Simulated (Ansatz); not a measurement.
# AlGeH₆NSi: basis-set convergence

An exercise on one series of results from a longer session: the logs are not shown, and one member is left open.

Computed with Ansatz 0.2.0, Gaussian basis. Level: one geometry, several basis sets.

Plan: PBE0-D4/def2-SVP; ωB97M-V/def2-SVP; PBE0-D4/def2-QZVPP; ωB97M-V/def2-QZVPP; the functionals' def2-TZVPP values are taken from earlier runs.

### Structure used throughout

All runs share one geometry, relaxed beforehand with PBE0-D4 in a triple-zeta def2 set.

SMILES `[SiH3][Al]1[NH][GeH2]1`, 10 atoms, charge 0, spin multiplicity 1.

Atoms are counted from 1 here; the program's logs count them from 0.

Bond lengths: Si1–Al2 2.447 Å, Si1–H5 1.489 Å, Si1–H6 1.488 Å, Si1–H7 1.489 Å, Al2–N3 1.750 Å, Al2–Ge4 2.366 Å, N3–Ge4 1.913 Å, N3–H8 1.007 Å, Ge4–H9 1.548 Å, Ge4–H10 1.548 Å. Angles: Al2–Si1–H5 111.4°, Al2–Si1–H6 110.2°, Al2–Si1–H7 109.8°, H5–Si1–H6 108.6°, H5–Si1–H7 108.6°, H6–Si1–H7 108.1°, Si1–Al2–N3 140.8°, Si1–Al2–Ge4 166.3°, N3–Al2–Ge4 52.8°, Al2–N3–Ge4 80.3°, Al2–N3–H8 150.9°, Ge4–N3–H8 128.7°, Al2–Ge4–N3 46.8°, Al2–Ge4–H9 126.3°, Al2–Ge4–H10 126.4°, N3–Ge4–H9 112.1°, N3–Ge4–H10 112.1°, H9–Ge4–H10 107.1°.

Set-up of the first run:

File in.yaml:

```yaml
crystal:
  periodic: [false, false, false]
  atoms:
    - {symbol: Si, position_ang: [-1.557336, 1.326105, -1.413229]}
    - {symbol: Al, position_ang: [0.012834, 0.114301, 0.020218]}
    - {symbol: N, position_ang: [0.517641, -1.516670, 0.404877]}
    - {symbol: Ge, position_ang: [1.681857, -0.538024, 1.564495]}
    - {symbol: H, position_ang: [-2.556341, 0.406359, -2.023072]}
    - {symbol: H, position_ang: [-2.281392, 2.359270, -0.623649]}
    - {symbol: H, position_ang: [-0.816035, 2.013118, -2.506591]}
    - {symbol: H, position_ang: [0.445419, -2.513289, 0.279441]}
    - {symbol: H, position_ang: [1.462421, -0.903137, 3.052254]}
    - {symbol: H, position_ang: [3.174032, -0.799134, 1.248156]}
basis:
  gaussian: {orbitals: def2-SVP}
hamiltonian: {xc: pbe0, dispersion: d4}
output: {orbitals: {seedname: orbitals}}
```

Run with:

```sh
ansatz run in.yaml --threads 4 --pin off --events-out ev --progress --plain --max-ram 10444MiB
```

Among the steps run: PBE0-D4 in def2-SVP; ωB97M-V in def2-SVP; PBE0-D4 in def2-QZVPP; ωB97M-V in def2-QZVPP.

One of the session's tables, all rows but one given; the rest of the session is left out.

It belongs to the step «Density functionals: the series». 

```
functional       basis  HOMO (eV)  LUMO (eV)
   PBE0-D4    def2-SVP      -6.41      -1.32
   PBE0-D4  def2-TZVPP      -6.41      -1.45
   PBE0-D4  def2-QZVPP          ?          ?
   ωB97M-V    def2-SVP      -8.28       0.45
   ωB97M-V  def2-TZVPP      -8.31       0.24
   ωB97M-V  def2-QZVPP      -8.33       0.11
```

**Question.** Estimate the row for PBE0-D4, def2-QZVPP.

**Answer.** HOMO (eV): -6.43; LUMO (eV): -1.49. In the column «HOMO (eV)» it lies between ωB97M-V, def2-SVP (-8.28) and PBE0-D4, def2-SVP (-6.41).
